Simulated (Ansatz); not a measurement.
## GeH₆Si, SMILES [SiH3][GeH3]: a rigid scan of one bond length, step by step

Program: Ansatz 0.2.0 through its Python package.

Notebook, run cell by cell (the value of a cell's last expression is shown):

```python
import ansatz as az
import numpy as np
```

```python
BASIS_SET = "def2-SVP"
LEVEL = "ccsd_t"
```

```python
geometry_ang = [
    ("Si", [-0.475, 0.3392, -0.9624]),
    ("Ge", [0.4958, -0.3928, 0.9501]),
    ("H", [-1.9084, 0.8644, -0.6646]),
    ("H", [-0.5362, -0.6974, -1.9584]),
    ("H", [0.2691, 1.4814, -1.5553]),
    ("H", [0.5908, 0.7774, 1.9831]),
    ("H", [1.9516, -0.8923, 0.6137]),
    ("H", [-0.2955, -1.537, 1.538]),
]
geometry = az.Crystal.molecule()
for symbol, xyz in geometry_ang:
    geometry = geometry.atom(symbol, xyz)
```

```python
symbols = [site.symbol for site in geometry.cartesian_sites]
start = np.array([site.position_ang for site in geometry.cartesian_sites])
axis = (start[2] - start[0]) / np.linalg.norm(start[2] - start[0])
moving = [2]
lengths, energies = [1.32, 1.43, 1.56, 1.71, 1.94, 2.33, 2.8, 3.42], []
for length in lengths:
    xyz = start.copy()
    xyz[moving] += (length - np.linalg.norm(start[2] - start[0])) * axis
    point = az.Crystal.molecule()
    for symbol, xyz in zip(symbols, xyz):
        point = point.atom(symbol, xyz.tolist())
    base = (
        point.calculation()
        .basis(gaussian=BASIS_SET)
        .correlation(LEVEL)
    )
    r = base.run(threads=1, backend="cpu").report
    energies.append(r["free_energy_ev"])
    print(f"r = {length:6.3f} A  E = {energies[-1]:.5f} eV  <S^2> = {abs(r['mean_field']['state']['spin_squared']):.3f}")
```

    r =  1.320 A  E = -64431.08645 eV  <S^2> = 0.000
    r =  1.430 A  E = -64431.39017 eV  <S^2> = 0.000
    r =  1.560 A  E = -64431.38441 eV  <S^2> = 0.000
    r =  1.710 A  E = -64431.10105 eV  <S^2> = 0.000
    r =  1.940 A  E = -64430.42205 eV  <S^2> = 0.000
    r =  2.330 A  E = -64429.23279 eV  <S^2> = 0.000
    r =  2.800 A  E = -64428.25712 eV  <S^2> = 0.000
    Warning: these amplitudes may be one of several solutions (largest doubles amplitude 0.58, level shift 3.04 eV)
    RunWarning: these amplitudes may be one of several solutions (largest doubles amplitude 0.58, level shift 3.04 eV)
    r =  3.420 A  E = -64427.79255 eV  <S^2> = 0.000

```python
print("energy above the lowest point (eV):", [round(e - min(energies), 3) for e in energies])
```

    energy above the lowest point (eV): [0.304, 0.0, 0.006, 0.289, 0.968, 2.157, 3.133, 3.598]

Caveats:
- Total energies depend on the basis set; only differences at equal settings carry meaning.
- Warnings are shown shortened and without file and line.
- The rest of the molecule is held rigid at a force-field or estimated start geometry, and the basis set is modest; single-reference methods fail as a bond breaks.
- The orbitals are restricted, so S² is zero by construction.
- Toward dissociation an unrestricted state can lie under the restricted one, by tenths of an eV for polar bonds under a functional and by 1 to 2 eV or more for others.
- S² is that of the Hartree-Fock reference.
- Wall time of the script: 32 s on 1 thread of Arm Neoverse V2 (shared host), peak memory 0.33 GiB.

(Lines on the test bed's own set-up are left out of the output.)
